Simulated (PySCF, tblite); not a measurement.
# C7H5N5: excited states

Aim: compute the excited states of C7H5N5 (`c1cnc(-c2ncncn2)nc1`).

Computed with tblite 0.8.0 and PySCF 2.14.0 and routines of our own; the level stands in each step. Atoms count from 0.

## (1) The starting structure

17 atoms, charge 0, multiplicity 1; geometry from: force field or distance geometry start.

## (2) Relaxing the molecule with GFN2-xTB

The job: settings as JSON, then the geometry in Å.

```
{"job": {"kind": "relax", "xc": "GFN2-xTB", "basis": "xTB"}, "charge": 0, "multiplicity": 1}
C      3.185200     0.253200     0.253300
C      2.572400    -0.777700    -0.425300
N      1.253700    -0.920400    -0.536600
C      0.472700     0.045500     0.027900
C     -1.012800    -0.083500    -0.075800
N     -1.516600    -1.132900    -0.760400
C     -2.836700    -1.175400    -0.830200
N     -3.674900    -0.292400    -0.294000
C     -3.078400     0.697400     0.347100
N     -1.777500     0.865800     0.494100
N      0.977900     1.094200     0.714100
C      2.317000     1.173800     0.808400
H      4.245300     0.344100     0.350800
H      3.171400    -1.563200    -0.890500
H     -3.274900    -2.005800    -1.362300
H     -3.727900     1.450900     0.809400
H      2.697200     2.038400     1.360000
```

The run is started by

```sh
$ OMP_NUM_THREADS=1 python excited_run.py task.json out
```

The driver reads the jobs from task.json and runs them one after another.

Standard output:

```text
step      E/eV     max force
  0    -873.97484    1.365
  1    -874.05499    0.497
  2    -874.06628    0.281
  3    -874.07737    0.290
  4    -874.09277    0.360
  5    -874.10309    0.349
  6    -874.11203    0.180
  7    -874.11647    0.162
  8    -874.11856    0.122
  9    -874.11933    0.071
 10    -874.11970    0.041
 11    -874.11989    0.039
 12    -874.12001    0.033
 13    -874.12008    0.019
 14    -874.12013    0.015
 15    -874.12015    0.006
```

Wall time 0.12 s (1 thread of Arm Neoverse V1, shared host).

The steps of the relaxation:

| step | energy from step 0 (eV) | largest force (eV/Å) |
| --- | --- | --- |
| 0 | 0.0000 | 1.3652 |
| 1 | -0.0802 | 0.4967 |
| 2 | -0.0914 | 0.2811 |
| 3 | -0.1025 | 0.2901 |
| 4 | -0.1179 | 0.3597 |
| 5 | -0.1282 | 0.3487 |
| 6 | -0.1372 | 0.1796 |
| 7 | -0.1416 | 0.1623 |
| 8 | -0.1437 | 0.1219 |
| 9 | -0.1445 | 0.0714 |
| 10 | -0.1449 | 0.0409 |
| 11 | -0.1451 | 0.0386 |
| 12 | -0.1452 | 0.0327 |
| 13 | -0.1452 | 0.0194 |
| 14 | -0.1453 | 0.0154 |
| 15 | -0.1453 | 0.0065 |

Distances of close pairs at the start and the end, largest changes first:

| bond | before (Å) | after (Å) | change (Å) |
| --- | --- | --- | --- |
| N2–C3 | 1.364 | 1.327 | -0.037 |
| N10–C11 | 1.345 | 1.319 | -0.026 |
| C3–N10 | 1.351 | 1.327 | -0.024 |
| C4–N5 | 1.350 | 1.330 | -0.020 |
| C3–C4 | 1.495 | 1.475 | -0.020 |
| C4–N9 | 1.346 | 1.330 | -0.016 |
| C8–H15 | 1.097 | 1.083 | -0.014 |
| C1–N2 | 1.331 | 1.319 | -0.012 |

The end geometry stands in the next job.

## (3) Infrared spectrum with GFN2-xTB

The job: settings as JSON, then the geometry in Å.

```
{"job": {"kind": "ir", "xc": "GFN2-xTB", "basis": "xTB"}, "charge": 0, "multiplicity": 1}
C      3.128738     0.252188     0.252235
C      2.527130    -0.798422    -0.429438
N      1.216875    -0.906373    -0.537848
C      0.483130     0.039080     0.036169
C     -0.982148    -0.079221    -0.080783
N     -1.472939    -1.118087    -0.750736
C     -2.787608    -1.170025    -0.821892
N     -3.621226    -0.289668    -0.290841
C     -3.030872     0.703445     0.355048
N     -1.729839     0.860022     0.491861
N      0.955152     1.083003     0.706420
C      2.265936     1.186231     0.812193
H      4.199100     0.337438     0.340884
H      3.105639    -1.580235    -0.904688
H     -3.222190    -2.003124    -1.360578
H     -3.669988     1.450696     0.809331
H      2.628112     2.045080     1.362752
```

Standard output:

```text
mode    cm-1     km/mol
  1     -19.3      0.00
  2      72.9      2.51
  3     116.6      2.59
  4     155.2      3.09
  5     266.4      0.00
  6     321.1      0.03
  7     342.1      0.00
  8     346.2      0.00
  9     425.0      0.22
 10     529.5      0.16
 11     609.0      7.70
 12     646.0     37.97
 13     660.1     23.52
 14     741.6     54.22
 15     770.2      9.36
 16     787.6      8.10
 17     807.5      2.04
 18     875.6      3.02
 19     919.8      0.01
 20     933.0      0.00
 21     940.5      0.00
 22    1016.8      4.00
 23    1054.3      5.41
 24    1101.4      5.17
 25    1108.8      1.29
 26    1132.3      3.10
 27    1161.2      0.00
 28    1174.8      0.02
 29    1214.5      2.32
 30    1226.8      0.03
 31    1249.5      4.79
 32    1302.8      0.08
 33    1348.4      0.96
 34    1374.0     32.64
 35    1405.2      7.39
 36    1416.9     12.65
 37    1528.6    255.39
 38    1547.5     28.50
 39    1550.1     68.83
 40    1561.3    317.39
 41    3050.7     20.24
 42    3051.6     14.50
 43    3052.4     31.27
 44    3054.4     12.05
 45    3108.9     22.63
```

Wall time 0.68 s (1 thread of Arm Neoverse V1, shared host).

The strongest bands and the atoms that carry them (share of the mass-weighted mode):

| cm⁻¹ | km/mol | atoms |
| --- | --- | --- |
| 646 | 38.0 | C0 14 %, N7 14 %, C3 12 %, C4 12 % |
| 742 | 54.2 | C3 23 %, N10 12 %, N2 12 % |
| 1374 | 32.6 | N2 11 %, N10 11 % |
| 1529 | 255.4 | C4 32 %, N7 17 %, C6 10 %, C8 10 % |
| 1548 | 28.5 | C3 28 %, C0 24 %, C11 10 % |
| 1550 | 68.8 | C1 16 %, C11 15 %, C8 15 %, C6 14 % |
| 1561 | 317.4 | C8 15 %, C6 15 %, C11 13 %, C1 13 % |
| 3052 | 31.3 | H16 60 %, H13 32 % |

## (4) Excited states: TDA CAM-B3LYP/def2-SVP

The job, as its differences from that of step 3:

```diff
@@ -1,2 +1,2 @@
-{"job": {"kind": "ir", "xc": "GFN2-xTB", "basis": "xTB"}, "charge": 0, "multiplicity": 1}
+{"job": {"kind": "states", "xc": "CAM-B3LYP", "basis": "def2-SVP", "tda": true, "soc": true, "nstates": 6, "ntriplets": 4, "nquad": 4}, "charge": 0, "multiplicity": 1}
 C      3.128738     0.252188     0.252235
```

Method: TDA CAM-B3LYP/def2-SVP excited states, vertical, gas phase, spin-orbit mean-field couplings.

Standard output:

```text
coarse grid: 16016 points
cycle   1  E = -542.6180617420  dE =  2.965e+00  |g| = 7.011e-01  |ddm| = 5.178e+00
cycle   2  E = -542.6148534648  dE =  3.208e-03  |g| = 7.850e-01  |ddm| = 2.130e+00
cycle   3  E = -542.7364584896  dE = -1.216e-01  |g| = 5.218e-02  |ddm| = 8.783e-01
cycle   4  E = -542.7370900678  dE = -6.316e-04  |g| = 2.930e-02  |ddm| = 8.907e-02
cycle   5  E = -542.7372759974  dE = -1.859e-04  |g| = 1.165e-02  |ddm| = 4.079e-02
cycle   6  E = -542.7373083227  dE = -3.233e-05  |g| = 3.211e-03  |ddm| = 1.312e-02
cycle   7  E = -542.7373110746  dE = -2.752e-06  |g| = 1.507e-03  |ddm| = 4.989e-03
final grid: 160280 points
cycle   8  E = -542.8256449344  dE = -3.872e-05  |g| = 3.260e-03  |ddm| = 2.622e-02
cycle   9  E = -542.8256453701  dE = -4.357e-07  |g| = 3.359e-03  |ddm| = 6.384e-03
cycle  10  E = -542.8256476489  dE = -2.279e-06  |g| = 4.795e-04  |ddm| = 2.932e-03
cycle  11  E = -542.8256477001  dE = -5.115e-08  |g| = 2.316e-04  |ddm| = 7.392e-04
cycle  12  E = -542.8256477126  dE = -1.247e-08  |g| = 8.742e-05  |ddm| = 2.751e-04
cycle  13  E = -542.8256477142  dE = -1.654e-09  |g| = 1.733e-05  |ddm| = 9.739e-05
cycle  14  E = -542.8256477143  dE = -9.459e-11  |g| = 1.161e-05  |ddm| = 3.112e-05
converged SCF energy = -542.8256477143

Singlet excitations
state   eV       nm        f     d(h-e)  d(exc)  Lambda  PR(NTO)  |dmu|/D   mu/D   main configurations
  1   3.6752   337.4   0.00000   0.196   3.024   0.474   1.079    0.820    3.629   H->L 0.95
  2   4.3480   285.2   0.00000   0.090   2.833   0.471   1.216    0.504    2.305   H-2->L 0.89, H->L+3 0.09
  3   4.4166   280.7   0.00002   0.755   2.731   0.501   1.809    2.231    0.577   H->L+1 0.50, H-1->L 0.22, H->L+2 0.12
  4   4.4714   277.3   0.01102   1.153   2.995   0.458   1.613    3.658    0.849   H-1->L 0.68, H->L+1 0.14
  5   4.7183   262.8   0.01253   0.694   2.534   0.522   1.217                     H->L+2 0.43, H-2->L+1 0.34, H-2->L+2 0.11
  6   4.9243   251.8   0.00000   0.537   2.437   0.344   1.017                     H-1->L+1 0.55, H-1->L+2 0.44

Triplet excitations (Tamm-Dancoff)
state   eV     d(h-e)  d(exc)  Lambda  PR(NTO)   main configurations
  1   3.3371   0.185   2.922   0.473   1.161   H->L 0.91
  2   3.7623   0.540   2.556   0.506   1.872   H->L+1 0.51, H-2->L+2 0.15, H-1->L 0.13
  3   3.8622   0.763   2.722   0.473   2.436   H-1->L 0.48, H->L+2 0.23, H-2->L+1 0.15
  4   3.9107   0.340   2.917   0.813   1.347   H-3->L 0.82
S1 - T1 = 0.3381 eV

Spin-orbit couplings |<S|Hso|T>| (cm-1)
             T1       T2       T3       T4
S0        6.068   15.081   13.072    0.070
S1        0.008    2.512   10.450    9.466
S2        0.053    6.276    9.155    0.120
S3        5.738    0.010    0.022    2.068
S4        9.976    0.021    0.014    0.652
S5        2.012    0.017    0.028    1.295
S6        0.027    5.795    7.176    0.968
T1 sublevels (cm-1): 0.000 0.006 0.023   radiative rates (1/s): 2.25 3.02 0.24
```

Wall time 58 s (1 thread of Arm Neoverse V1, shared host); peak memory 0.93 GiB.

From this job:

| quantity | value |
| --- | --- |
| S1 less T1 | 0.34 eV |

The fields below are evaluated on a grid from the run's orbitals.

Frontier orbitals at CAM-B3LYP/def2-SVP, with the share of their density that lies nearest to each atom:

| orbital | energy (eV) | lies on |
| --- | --- | --- |
| HOMO | -8.47 | N2, N10 about 26 % each; N5, N9 about 14 % each |
| LUMO | -1.18 | C4 18 %; C0, C3 about 12 % each; N7 12 % |

ELF in a plane through or near 17 of the atoms.

Ten even steps from '0' (0.00) to '9' (1.00):
```
0000000000000000000000000000
0000000000000000000000000000
0000000000000000000000000000
0000002783000000000066000000
0000009997016301630499910000
0000009998059605970699920000
0000003896679807985699300000
0000000328815705328534000000
0002884672757514747266451000
0008999145042293350454995000
0008999255042192350454995000
0002874673758514757265551000
0000000325844605438434000000
0000002896679807985699300000
0000009999069705970699920000
0000009997016301630399910000
0000002783000000000066100000
0000000000000000000000000000
0000000000000000000000000000
0000000000000000000000000000
```
The map spans 13.7 Å across and 9.5 Å up, centred on the molecule. Atoms in the plane (x, y in Å): C0 (-3.1, 0.0), C1 (-2.4, -1.2), N2 (-1.1, -1.2), C3 (-0.5, 0.0), C4 (1.0, 0.0), N5 (1.6, -1.2), C6 (2.9, -1.1), N7 (3.6, 0.0), C8 (2.9, 1.1), N9 (1.6, 1.2), N10 (-1.1, 1.2), C11 (-2.4, 1.2), H12 (-4.2, 0.0), H13 (-2.9, -2.2), H14 (3.5, -2.1), H15 (3.5, 2.1), H16 (-2.9, 2.2).

On the surface of density 0.002 e/bohr³ the electrostatic potential runs, from the 1st to the 99th percentile, from -2.16 V near N9 to 1.27 V near H12.

## (5) Summary of results

| quantity | value |
| --- | --- |
| strongest single infrared mode (GFN2-xTB) | 1561 cm⁻¹, 317 km/mol |
| zero-point energy (GFN2-xTB) | 73.0 kcal/mol |
| S1 less T1 (step 4, TDA CAM-B3LYP/def2-SVP) | 0.34 eV |
| potential on the surface of density 0.002 e/bohr³, 1st and 99th percentile | -2.16 V and 1.27 V |

The lowest mode is slightly imaginary (19i cm⁻¹), a soft motion within the noise of the Hessian, so the minimum is not strictly shown. The strongest single mode, at 1561 cm⁻¹, has its largest shares on C8, C6, C11 and C1 (the list is cut at 4 atoms). GFN2-xTB is a fitted tight-binding method: band positions and strengths are rough. Its intensities can rank the bands wrongly. In step 4, the number of triplets below S1 is 1, and the largest singlet-triplet spin-orbit coupling is S0–T2, 15.08 cm⁻¹. At CAM-B3LYP/def2-SVP, counted by nearest atom on the grid, the HOMO lies on N2, N10 about 26 % each; N5, N9 about 14 % each, the LUMO on C4 18 %; C0, C3 about 12 % each.
